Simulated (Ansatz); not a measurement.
# GeH4OSi: basis-set convergence

How large a basis does GeH4OSi need? Two functionals are run in growing sets.

Method: one geometry, several basis sets; program: Ansatz 0.2.0, Gaussian basis.

Plan: PBE0-D4/def2-SVP; ωB97M-V/def2-SVP; PBE0-D4/def2-QZVPP; ωB97M-V/def2-QZVPP; the functionals' def2-TZVPP values are taken from earlier runs.

## 1. Structure used throughout

All runs share one geometry, relaxed beforehand with PBE0-D4 in a triple-zeta def2 set.

SMILES `[O]1[SiH2][GeH2]1`, 7 atoms, charge 0, spin multiplicity 1.

Atoms are counted from 1 here; the program's logs count them from 0.

Bond lengths: O1–Si2 1.651 Å, O1–Ge3 1.891 Å, Si2–Ge3 2.256 Å, Si2–H4 1.484 Å, Si2–H5 1.484 Å, Ge3–H6 1.535 Å, Ge3–H7 1.535 Å. Angles: Si2–O1–Ge3 78.8°, O1–Si2–Ge3 55.3°, O1–Si2–H4 117.1°, O1–Si2–H5 117.1°, Ge3–Si2–H4 122.7°, Ge3–Si2–H5 122.7°, H4–Si2–H5 110.7°, O1–Ge3–Si2 45.9°, O1–Ge3–H6 108.7°, O1–Ge3–H7 108.7°, Si2–Ge3–H6 123.7°, Si2–Ge3–H7 123.7°, H6–Ge3–H7 111.5°.

## 2. PBE0-D4 in def2-SVP

in.yaml

```yaml
crystal:
  periodic: [false, false, false]
  atoms:
    - {symbol: O, position_ang: [-0.786791, -0.552880, 0.729021]}
    - {symbol: Si, position_ang: [-0.645418, -0.260116, -0.889406]}
    - {symbol: Ge, position_ang: [0.858201, 0.377757, 0.666977]}
    - {symbol: H, position_ang: [-0.435159, -1.434450, -1.772127]}
    - {symbol: H, position_ang: [-1.621318, 0.681001, -1.493054]}
    - {symbol: H, position_ang: [0.729196, 1.659922, 1.501459]}
    - {symbol: H, position_ang: [1.962490, -0.539333, 1.211430]}
basis:
  gaussian: {orbitals: def2-SVP}
hamiltonian: {xc: pbe0, dispersion: d4}
output: {orbitals: {seedname: orbitals}}
```

Command:

```
$ ansatz run in.yaml --threads 2 --pin off --events-out ev --progress --plain --max-ram 4352MiB
```

After this run come: ωB97M-V in def2-SVP; PBE0-D4 in def2-QZVPP; ωB97M-V in def2-QZVPP.

**Question.** What will the summary of the whole plan be? Wanted: PBE0-D4: double and triple zeta above quadruple; ωB97M-V: double and triple zeta above quadruple.

**Answer**, as computed:

| quantity | value |
| --- | --- |
| PBE0-D4: double and triple zeta above quadruple | 14.33, 1.63 eV |
| ωB97M-V: double and triple zeta above quadruple | 14.33, 1.57 eV |

In words: For PBE0-D4 the step from double to triple zeta gains 12.71 eV and the next only 1.63 eV. These are total energies; as a rule much of such shifts cancels in differences, which this series doesn't test.
